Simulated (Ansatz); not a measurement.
# C₂HCl₂Si radical: one species, many methods

How much do the methods differ for C₂HCl₂Si radical? The plan is to run it at one geometry with functionals of several rungs and with coupled cluster, and see how far each lands from CCSD(T) at the basis-set limit for the atomisation energy.

Program: Ansatz 0.2.0, Gaussian basis. Level of theory: functionals in def2-TZVPP, the program's frozen cores in correlated methods. These are calculated values, not measurements.

Plan: LDA (SPW92), PBE-D4, revPBE-D4, BLYP-D4, r2SCAN-D4, B97M-V, PBE0-D4, B3LYP-D4, r2SCANh-D4, r2SCAN0-D4, HSE06-D4, BHLYP-D4, CAM-B3LYP-D4, LC-ωPBE, ωB97X-V, ωB97M-V, B2PLYP, PBE-QIDH; CCSD(T)/def2-SVP; CCSD(T)/def2-TZVPP; MP2/def2-QZVPP; extrapolation to the limit; RPA on PBE.

## (1) Structure used throughout

An earlier PBE0-D4 in a triple-zeta def2 set relaxation fixed the geometry.

SMILES `[C]#C[SiH](Cl)Cl`, 6 atoms, charge 0, spin multiplicity 2.

Atoms are counted from 1 here; the program's logs count them from 0.

Bond lengths: C1–C2 1.211 Å, C2–Si3 1.812 Å, Si3–Cl4 2.033 Å, Si3–Cl5 2.033 Å, Si3–H6 1.471 Å. Angles: C1–C2–Si3 178.1°, C2–Si3–Cl4 108.9°, C2–Si3–Cl5 108.9°, C2–Si3–H6 110.8°, Cl4–Si3–Cl5 109.9°, Cl4–Si3–H6 109.2°, Cl5–Si3–H6 109.2°.

## (2) LDA

This LDA is Slater exchange with PW92 correlation.

Input file in.yaml:

```yaml
crystal:
  periodic: [false, false, false]
  atoms:
    - {symbol: C, position_ang: [1.596490, -1.791572, 0.821011]}
    - {symbol: C, position_ang: [0.833056, -0.930678, 0.442543]}
    - {symbol: Si, position_ang: [-0.309991, 0.379721, -0.068620]}
    - {symbol: Cl, position_ang: [-1.995563, -0.472227, -0.821264]}
    - {symbol: Cl, position_ang: [0.587493, 1.517658, -1.494476]}
    - {symbol: H, position_ang: [-0.669484, 1.233098, 1.074606]}
basis:
  gaussian: {orbitals: def2-TZVPP}
magnetization: {spin_polarized: true, initial_magnetization: 1}
hamiltonian: {xc: lda}
output: {orbitals: {seedname: orbitals}}
```

Run with:

```
$ ansatz run in.yaml --threads 4 --pin off --events-out ev --progress --plain --max-ram 10444MiB
```

The runs that follow: PBE-D4 (GGA); revPBE-D4 (GGA); BLYP-D4 (GGA); r2SCAN-D4 (meta-GGA); B97M-V (meta-GGA); PBE0-D4 (hybrid); B3LYP-D4 (hybrid); r2SCANh-D4 (hybrid); r2SCAN0-D4 (hybrid); HSE06-D4 (hybrid); BHLYP-D4 (hybrid); CAM-B3LYP-D4 (range-separated); LC-ωPBE (range-separated); ωB97X-V (range-separated); ωB97M-V (range-separated); B2PLYP (double hybrid); PBE-QIDH (double hybrid); CCSD(T) in def2-SVP; CCSD(T) in def2-TZVPP; MP2 in def2-QZVPP; RPA on PBE orbitals.

Before running them: what should the planned runs give, taken together? Wanted: atomisation energy, CCSD(T)/CBS; farthest beyond LDA; mean size of error, GGA; mean size of error, meta-GGA; mean size of error, hybrid; mean size of error, range-separated; mean size of error, double hybrid; gap, smallest and largest; T1 diagnostic.

**Answer**, as computed:

| quantity | value |
| --- | --- |
| atomisation energy, CCSD(T)/CBS | 2152.8 kJ/mol |
| functionals within 10.8 kJ/mol (0.5 %) | ωB97X-V, ωB97M-V, PBE-QIDH |
| farthest beyond LDA | BHLYP-D4 (-97.1 kJ/mol) |
| mean size of error, GGA | 35.6 kJ/mol |
| mean size of error, meta-GGA | 32.9 kJ/mol |
| mean size of error, hybrid | 33.6 kJ/mol |
| mean size of error, range-separated | 11.3 kJ/mol |
| mean size of error, double hybrid | 18.6 kJ/mol |
| gap, smallest and largest | 0.64 eV (LDA (SPW92)), 9.25 eV (LC-ωPBE) |
| T1 diagnostic | 0.0409 |
| triples share of the correlation energy | 4.7 % |

In words: LDA overbinds by 349.5 kJ/mol (16 %). PBE-D4 misses by +79.8 kJ/mol. Double hybrids carry the basis error of their MP2 part in triple zeta, and no dispersion term here, so their miss is partly the set-up's. Taken by rung, range-separated functionals do best (11.3 kJ/mol on average) and GGA ones worst beyond LDA (35.6 kJ/mol). Misses under about 10.8 kJ/mol are within the doubt on the reference itself, which lacks core-valence correlation, relativity and higher excitations. Hartree-Fock recovers 73 % of the binding; the rest is correlation. CCSD(T) in def2-SVP is off by -157.7 kJ/mol, which most functionals beat. Orbital gaps span 0.6 to 9.3 eV; exact exchange widens them. The UHF reference is spin-contaminated (⟨S²⟩ = 1.18 against 0.75).
